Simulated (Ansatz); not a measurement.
# C3H7Cl2InO: small, medium and large basis sets

The task here is to estimate one member of a computed series from the others.

Computed with Ansatz 0.2.0, Gaussian basis. Level: one geometry, several basis sets.

Plan: PBE0-D4/def2-SVP; ωB97M-V/def2-SVP; PBE0-D4/def2-QZVPP; ωB97M-V/def2-QZVPP; the functionals' def2-TZVPP values are taken from earlier runs.

1 further run of the same task is left out (for a known fault of the program). Runs told in other sessions of the task aren't counted.

**Structure used throughout**

All runs share one geometry, relaxed beforehand with PBE0-D4 in a triple-zeta def2 set. In takes the def2 core potential; no spin-orbit term is included.

SMILES `CC(C)[O][In]([Cl])[Cl]`, 14 atoms, charge 0, spin multiplicity 1.

Atoms are counted from 1 here; the program's logs count them from 0.

Bond lengths: C1–C2 1.516 Å, C1–H8 1.095 Å, C1–H9 1.093 Å, C1–H10 1.093 Å, C2–C3 1.515 Å, C2–O4 1.423 Å, C2–H11 1.100 Å, C3–H12 1.093 Å, C3–H13 1.091 Å, C3–H14 1.093 Å, O4–In5 1.958 Å, In5–Cl6 2.310 Å, In5–Cl7 2.294 Å. Angles: C2–C1–H8 111.1°, C2–C1–H9 111.2°, C2–C1–H10 110.1°, H8–C1–H9 107.2°, H8–C1–H10 108.7°, H9–C1–H10 108.5°, C1–C2–C3 112.1°, C1–C2–O4 110.9°, C1–C2–H11 108.6°, C3–C2–O4 106.7°, C3–C2–H11 108.6°, O4–C2–H11 110.0°, C2–C3–H12 110.7°, C2–C3–H13 110.4°, C2–C3–H14 110.1°, H12–C3–H13 108.6°, H12–C3–H14 108.7°, H13–C3–H14 108.3° and more.

Set-up of the first run:

Contents of in.yaml:

```yaml
crystal:
  periodic: [false, false, false]
  atoms:
    - {symbol: C, position_ang: [-0.460520, 0.493170, 1.211020]}
    - {symbol: C, position_ang: [-0.310113, -0.413153, 0.004804]}
    - {symbol: C, position_ang: [-0.208317, -1.872521, 0.398407]}
    - {symbol: O, position_ang: [0.873255, -0.101417, -0.720456]}
    - {symbol: In, position_ang: [1.050419, 1.589043, -1.693384]}
    - {symbol: Cl, position_ang: [-0.786914, 2.954605, -2.004397]}
    - {symbol: Cl, position_ang: [3.073231, 2.174545, -2.603937]}
    - {symbol: H, position_ang: [-0.569566, 1.539610, 0.906219]}
    - {symbol: H, position_ang: [-1.348199, 0.232020, 1.792122]}
    - {symbol: H, position_ang: [0.416164, 0.405565, 1.857943]}
    - {symbol: H, position_ang: [-1.191431, -0.285304, -0.641116]}
    - {symbol: H, position_ang: [-1.105850, -2.191177, 0.933874]}
    - {symbol: H, position_ang: [-0.090306, -2.498551, -0.487212]}
    - {symbol: H, position_ang: [0.658147, -2.026424, 1.046124]}
basis:
  gaussian: {orbitals: def2-SVP}
hamiltonian: {xc: pbe0, dispersion: d4}
output: {orbitals: {seedname: orbitals}}
```

The run is started by

```bash
ansatz run in.yaml --threads 4 --pin off --events-out ev --progress --plain --max-ram 11315MiB
```

Steps of the session up to this table: PBE0-D4 in def2-SVP; ωB97M-V in def2-SVP; PBE0-D4 in def2-QZVPP; ωB97M-V in def2-QZVPP.

One of the session's tables, all rows but one given; the rest of the session is left out.

It belongs to the step «Density functionals: the series». 

| functional | basis | HOMO (eV) | LUMO (eV) |
| --- | --- | --- | --- |
| PBE0-D4 | def2-SVP | ? | ? |
| PBE0-D4 | def2-TZVPP | -8.16 | -2.41 |
| PBE0-D4 | def2-QZVPP | -8.18 | -2.45 |
| ωB97M-V | def2-SVP | -10.38 | -0.26 |
| ωB97M-V | def2-TZVPP | -10.54 | -0.47 |
| ωB97M-V | def2-QZVPP | -10.57 | -0.60 |

**Question.** Estimate the row for PBE0-D4, def2-SVP.

**Answer.** HOMO (eV): -8.04; LUMO (eV): -2.29. In the column «HOMO (eV)» it is the highest.
